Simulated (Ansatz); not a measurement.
**Ni (diamond type): how the settings move a single-point run**

Aim: see which settings change the result for Ni (diamond type), by how much, and at what cost.

Method: reference: DFT, PBEsol, all-electron LAPW, scalar-relativistic, in Ansatz 0.2.0.

1 further run of the same task is left out (it didn't finish). Runs told in other sessions of the task aren't counted.

## Step 1: The starting structure

It takes space group Fd-3m (No. 227, cubic). The conventional cell has a = 4.837 Å, b = 4.837 Å, c = 4.837 Å, α = 90.00°, β = 90.00°, γ = 90.00°. Ni (site symmetry -43m) is surrounded by 4 Ni at 2.09 Å.

As a file:

```xyz
2
Lattice="0.0000 2.4183 2.4183 2.4183 0.0000 2.4183 2.4183 2.4183 0.0000" Properties=species:S:1:pos:R:3 pbc="T T T"
Ni   -0.6046   -0.6046   -0.6046
Ni    0.6046    0.6046    0.6046
```

## Step 2: Reference

The input, input.yaml:

```yaml
crystal:
  lattice:
    - [0.0, 2.41828486, 2.41828486]
    - [2.41828486, 0.0, 2.41828486]
    - [2.41828486, 2.41828486, 0.0]
  atoms:
    - { symbol: Ni, position: [-0.125, -0.125, -0.125], spin: 1.0 }
    - { symbol: Ni, position: [0.125, 0.125, 0.125], spin: 1.0 }
magnetization:
  spin_polarized: true
kpoints:
  mp_grid: { grid: [14, 14, 14] }
  band_path:
    path:
      - [0.0, 0.0, 0.0]
      - [0.5, 0.0, 0.5]
      - [0.625, 0.25, 0.625]
      - [0.375, 0.375, 0.75]
      - [0.0, 0.0, 0.0]
      - [0.5, 0.5, 0.5]
      - [0.5, 0.25, 0.75]
      - [0.5, 0.0, 0.5]
    npoints: 8
scf:
  occupations: { method: fermi_dirac, width: 0.08 }
hamiltonian:
  xc: pbesol
  pseudopotentials: { kind: all_electron, lapw: { basis_error: 0.001 } }
output:
  forces: true
  stress: true
  eigenvalues: true
  populations: true
  dos: { projected: true, de: 0.2, e_range: [-14, 8] }
```

Launch:

```sh
> ansatz run input.yaml --threads 1 --pin off --max-ram 3072MiB --backend cpu --events-out ev --progress --plain --runs-dir out
```

## Step 3: Changing settings: starting moments, n_extra_bands 2, dispersion d3bjatm

input.yaml, as its differences from that of step 2:

```diff
@@ -6,4 +6,4 @@
   atoms:
-    - { symbol: Ni, position: [-0.125, -0.125, -0.125], spin: 1.0 }
-    - { symbol: Ni, position: [0.125, 0.125, 0.125], spin: 1.0 }
+    - { symbol: Ni, position: [-0.125, -0.125, -0.125], spin: -4.0 }
+    - { symbol: Ni, position: [0.125, 0.125, 0.125], spin: 2.0 }
 magnetization:
@@ -25,2 +25,3 @@
   occupations: { method: fermi_dirac, width: 0.08 }
+  n_extra_bands: 2
 hamiltonian:
@@ -28,2 +29,3 @@
   pseudopotentials: { kind: all_electron, lapw: { basis_error: 0.001 } }
+  dispersion: d3bjatm
 output:
@@ -33,2 +35 @@
   populations: true
-  dos: { projected: true, de: 0.2, e_range: [-14, 8] }
```

**Question.** What will these runs give? Wanted: for each run, ending; energy change; pressure; abs. moment; force.

The runs gave:

```csv
run,ending,energy change,pressure (GPa),abs. moment (μB),force (eV/Å),cycles,time
reference,converged,0,14.6,1.72,0.00,9,96 s
"1: starting moments, n_extra_bands 2, dispersion d3bjatm",converged,-315.7 meV/atom (dispersion and other settings together),11.3,1.72,0.00,17,3.8 min
```

Times don't compare one to one where runs were asked for different outputs or read a saved state (see the inputs); cycles may leave out searches for a lower state.

Residual by cycle in the longest SCF loop of each run; runs are numbered as in the table. The quantity is the density residual dr2, in eV.

```csv
cycle,reference,run 1
1,0.551,0.615
2,0.267,0.271
4,0.0191,0.0176
5,4.1e-4,0.00586
7,2.3e-6,3.8e-6
8,1.6e-8,1.2e-4
10,-,1.7e-4
11,-,1.7e-4
13,-,4.4e-6
14,-,1.6e-6
16,-,2.5e-9
17,-,2.5e-10
```

The energy moves by -315.7 meV/atom, nearly all of it the dispersion term itself (-315.7 meV/atom); that offset belongs to the model and is no gain or loss of stability; the pressure goes from 14.6 to 11.3 GPa. The structure is not at rest: the sound run finds 15 GPa, so these are no properties of the relaxed crystal. 
